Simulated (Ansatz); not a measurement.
MnAs, space group P6_3/mmc, a single point from a YAML input

Computed with the Ansatz DFT code, driven from Python.

Input file `scf.yaml`:
```yaml
crystal:
  lattice:
    - [3.71, 0.0, 0.0]
    - [-1.855, 3.212954, 0.0]
    - [0.0, 0.0, 5.691]
  atoms:
    - { symbol: Mn, position: [0.0, 0.0, 0.0], spin: 4.0 }
    - { symbol: Mn, position: [0.0, 0.0, 0.5], spin: 4.0 }
    - { symbol: As, position: [0.333333, 0.666667, 0.25] }
    - { symbol: As, position: [0.666667, 0.333333, 0.75] }
magnetization:
  spin_polarized: true
kpoints:
  mp_grid: { grid: [7, 7, 4] }
hamiltonian:
  xc: pbe
scf:
  occupations: { method: cold, width: 0.15 }
output:
  stress: true
  eigenvalues: true
```

The script, `yaml_run_mnas.py`:
```python
"""Run a YAML input for MnAs from Python."""

import ansatz as az


def main() -> None:
    res = az.Session.from_deck("scf.yaml").plan().execute()
    data = res.report

    for key in ("converged", "n_iterations", "n_electrons", "n_kpoints", "n_pw", "n_symmetry_ops", "free_energy_ev", "fermi_energy_ev"):
        print(f"{key:18s} {data[key]}")

    fermi = data["fermi_energy_ev"]
    print("levels less the Fermi level (eV) at the first k-points")
    for k, levels in list(zip(data["kpoints_frac"], data["eigenvalues_ev"]))[:6]:
        print("k = ({:.3f}, {:.3f}, {:.3f})".format(*k))
        print("   ", " ".join(f"{e - fermi:.3f}" for e in levels))

    print(f"net moment {data['magnetization_mub']:.3f} muB, absolute {data['absolute_magnetization_mub']:.3f} muB")
    for index, (site, m) in enumerate(zip(res.lattice.sites, data["site_moments_mub"])):
        print(f"  {index:2d} {site.symbol:2s} {m:7.3f}")


if __name__ == "__main__":
    main()
```

```console
$ python yaml_run_mnas.py
DeckWarning: the atoms were moved onto the symmetric positions of the space group found under crystal.symmetry.tolerance 1.0e-5 (fractional; no operation is sought that the atoms, as they stand in a [...]
DeckWarning: basis.ecutwfc = 420 eV, auto-derived from the records' recommended cutoffs: set by Mn (normal level)
converged          True
n_iterations       16
n_electrons        60.0
n_kpoints          24
n_pw               1339
n_symmetry_ops     24
free_energy_ev     -17510.793024624032
fermi_energy_ev    13.285464728398363
levels less the Fermi level (eV) at the first k-points
k = (0.000, 0.000, 0.000)
    -81.112 -81.104 -49.943 -49.943 -49.934 -49.934 -49.756 -49.658 -35.682 -35.682 -35.676 -35.676 -35.671 -35.670 -35.665 -35.665 -35.664 -35.664 -13.183 -10.642 -6.479 -4.190 -4.190 -3.467 -2.957 -2.957 -2.734 -2.734 -1.858 -1.858 -0.502 0.557 0.557 1.489 2.849 2.849 3.808 5.014 6.777 6.777 9.862
k = (0.000, 0.000, 0.250)
    -81.111 -81.105 -49.942 -49.942 -49.935 -49.935 -49.742 -49.673 -35.681 -35.681 -35.677 -35.677 -35.671 -35.670 -35.665 -35.665 -35.664 -35.664 -12.937 -11.253 -5.551 -4.017 -4.017 -3.414 -2.983 -2.983 -2.851 -2.851 -2.159 -2.159 -0.809 0.192 1.102 1.102 2.654 2.654 4.311 5.932 6.816 6.816 8.377
k = (0.000, 0.000, -0.500)
    -81.108 -81.108 -49.939 -49.939 -49.939 -49.939 -49.707 -49.707 -35.679 -35.679 -35.679 -35.679 -35.671 -35.671 -35.664 -35.664 -35.664 -35.664 -12.237 -12.237 -3.941 -3.941 -3.546 -3.546 -3.546 -3.546 -2.566 -2.566 -2.566 -2.566 -1.053 -1.053 2.026 2.026 2.026 2.026 5.480 5.480 7.225 7.225 7.225
k = (0.000, 0.143, 0.000)
    -81.112 -81.104 -49.945 -49.944 -49.935 -49.934 -49.756 -49.658 -35.682 -35.681 -35.677 -35.676 -35.671 -35.670 -35.665 -35.664 -35.664 -35.663 -12.937 -10.598 -6.181 -4.245 -4.128 -3.557 -3.159 -3.044 -2.949 -2.645 -1.953 -1.867 -0.688 -0.554 0.139 1.543 1.781 2.829 5.003 6.334 6.901 7.600 7.775
k = (0.000, 0.143, 0.250)
    -81.111 -81.105 -49.943 -49.942 -49.936 -49.936 -49.742 -49.673 -35.681 -35.681 -35.678 -35.677 -35.671 -35.670 -35.664 -35.664 -35.664 -35.663 -12.702 -11.131 -5.476 -3.998 -3.964 -3.507 -3.411 -3.084 -2.892 -2.734 -2.260 -2.180 -0.804 -0.137 0.623 0.693 1.617 2.501 5.329 6.168 7.021 7.648 7.729
k = (0.000, 0.143, -0.500)
    -81.108 -81.108 -49.940 -49.940 -49.939 -49.939 -49.707 -49.707 -35.679 -35.679 -35.679 -35.679 -35.670 -35.670 -35.664 -35.664 -35.664 -35.664 -12.038 -12.038 -4.333 -4.333 -3.525 -3.525 -3.450 -3.450 -2.630 -2.630 -2.561 -2.561 -0.768 -0.768 0.931 0.931 1.676 1.676 5.868 5.868 7.115 7.115 7.936
net moment 6.376 muB, absolute 7.104 muB
   0 Mn   3.192
   1 Mn   3.192
   2 As  -0.120
   3 As  -0.120
```
(Warnings from the package without file and line, shortened, repeats left out.)

Notes:
- Absolute energies stand on the zero of these potentials, so only differences at equal settings mean something. A total without «per atom» is that of the cell as typed.
- The mesh is modest for a metal, so energies can be off by several to tens of meV an atom and pressures by half a GPa or more; differences at equal mesh fare better.
- An absolute Fermi energy rests on an arbitrary zero of the periodic potential and has no direct meaning.
- Of the deposited cell: the entry's cell lengths or inner coordinates differ somewhat from later room-temperature determinations.
- The starting cell is as deposited in a crystallographic database; the results hold for this polymorph, which needn't be the stable one.
- Levels are Kohn-Sham eigenvalues on this mesh, without spin-orbit coupling.
- It ran for 16 s on 1 thread of Arm Neoverse V1 (shared host), peak memory 0.47 GiB.

(Lines on the test bed's own set-up are left out of the output.)
